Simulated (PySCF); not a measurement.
**CH4F2Si (SMILES C[SiH](F)F): CAM-B3LYP/6-31G(d) (spherical functions)**

What is the vertical ionisation energy of CH4F2Si at CAM-B3LYP/6-31G* (spherical functions)? 

Program for the calculation: PySCF 2.14.0.

## Step 1: The structure to begin with

CH4F2Si has 8 atoms, charge 0, and is taken as a singlet. As SMILES, `C[SiH](F)F`. The coordinates come from a PBE0-D4/def2-TZVP relaxation.

Bond lengths: C1–Si2 1.840 Å, Si2–F3 1.591 Å, Si2–F4 1.591 Å, C1–H5 1.092 Å, C1–H6 1.093 Å, C1–H7 1.093 Å, Si2–H8 1.477 Å. Some angles: C1–Si2–F3 109.8°, C1–Si2–F4 109.8°, F3–Si2–F4 106.8°, C1–Si2–H8 114.8°, F3–Si2–H8 107.6°, F4–Si2–H8 107.6°, Si2–C1–H5 110.7°, Si2–C1–H6 110.6°, Si2–C1–H7 110.6°, H5–C1–H6 108.3°.

## Step 2: A single-point energy at CAM-B3LYP/6-31G(d) (spherical functions)

The input, calc.py:

```python
# C[SiH](F)F
from pyscf import gto, dft

mol = gto.M(
    atom='''
C   -0.387100   0.881700  -0.174700
Si   0.329300  -0.775200   0.180600
F    1.916300  -0.678300   0.226700
F   -0.035400  -1.783900  -0.994000
H   -0.013400   1.269000  -1.125400
H   -0.122700   1.591000   0.613300
H   -1.476800   0.824400  -0.231400
H   -0.118100  -1.385700   1.449000
''',
    basis='6-31g*',
    spin=0,
    verbose=3,
    max_memory=1860,
)

calc0 = dft.RKS(mol)
calc0.xc = 'cam-b3lyp'
calc0.conv_tol = 1e-10
calc0.grids.level = 3
calc0.kernel()
if not calc0.converged:
    calc0 = calc0.newton().run(calc0.mo_coeff, calc0.mo_occ)

e_final = calc0.e_tot
print('E = %.10f Eh' % e_final)
```

Run with:

```
$ OMP_NUM_THREADS=1 python calc.py
```

Output:

```text
converged SCF energy = -529.735604350114
E = -529.7356043501 Eh
```

Run time: 9.9 s. Hardware: 1 thread of Arm Neoverse V2, shared host; peak memory 0.33 GiB.

## Step 3: The doublet cation at the same level

The input, job.py:

```python
from pyscf import gto, dft

mol = gto.M(
    atom=[
    ('C', (-0.387100, 0.881700, -0.174700)),
    ('Si', (0.329300, -0.775200, 0.180600)),
    ('F', (1.916300, -0.678300, 0.226700)),
    ('F', (-0.035400, -1.783900, -0.994000)),
    ('H', (-0.013400, 1.269000, -1.125400)),
    ('H', (-0.122700, 1.591000, 0.613300)),
    ('H', (-1.476800, 0.824400, -0.231400)),
    ('H', (-0.118100, -1.385700, 1.449000)),
],
    max_memory=1860,
    basis='6-31g*',
    spin=1,
    verbose=3,
    charge=1,
)

calc0 = dft.UKS(mol)
calc0.xc = 'cam-b3lyp'
calc0.grids.level = 3
calc0.conv_tol = 1e-10
calc0.kernel()
if not calc0.converged:
    calc0 = calc0.newton().run(calc0.mo_coeff, calc0.mo_occ)

e_final = calc0.e_tot
print('E = %.10f Eh' % e_final)
```

Run with:

```
$ OMP_NUM_THREADS=1 python job.py
```

Output:

```text
WARN: HOMO -0.364304426179759 >= LUMO -0.364304426179758

converged SCF energy = -529.301569235049  <S^2> = 0.75935189  2S+1 = 2.0093301
E = -529.3015692350 Eh
```

Wall time 20 s (1 thread of Arm Neoverse V2, shared host); peak memory 0.34 GiB.

## Step 4: Summary of results

At CAM-B3LYP/6-31G* (spherical functions):

| quantity | value |
| --- | --- |
| singlet CH4F2Si: total energy | -529.73560 Eh |
| singlet CH4F2Si: dipole moment | 2.07 D |
| singlet CH4F2Si: HOMO energy | -10.57 eV |
| singlet CH4F2Si: LUMO energy | 2.71 eV |
| singlet CH4F2Si: HOMO–LUMO gap | 13.28 eV |
| doublet cation: total energy | -529.30157 Eh |
| doublet cation: HOMO energy (highest over α and β) | -18.88 eV |
| doublet cation: LUMO energy (lowest over α and β) | -13.04 eV |
| doublet cation: ⟨S²⟩ | 0.759 |
| vertical ionisation energy (to the doublet cation) | 11.811 eV |

**Reading.** The vertical ionisation energy comes to 11.81 eV (272 kcal/mol). −ε(HOMO) before ionisation, 10.57 eV, is 1.24 eV below this ionisation energy. Mulliken charges (singlet CH4F2Si) run from -0.71 on C1 to +1.04 on Si2.
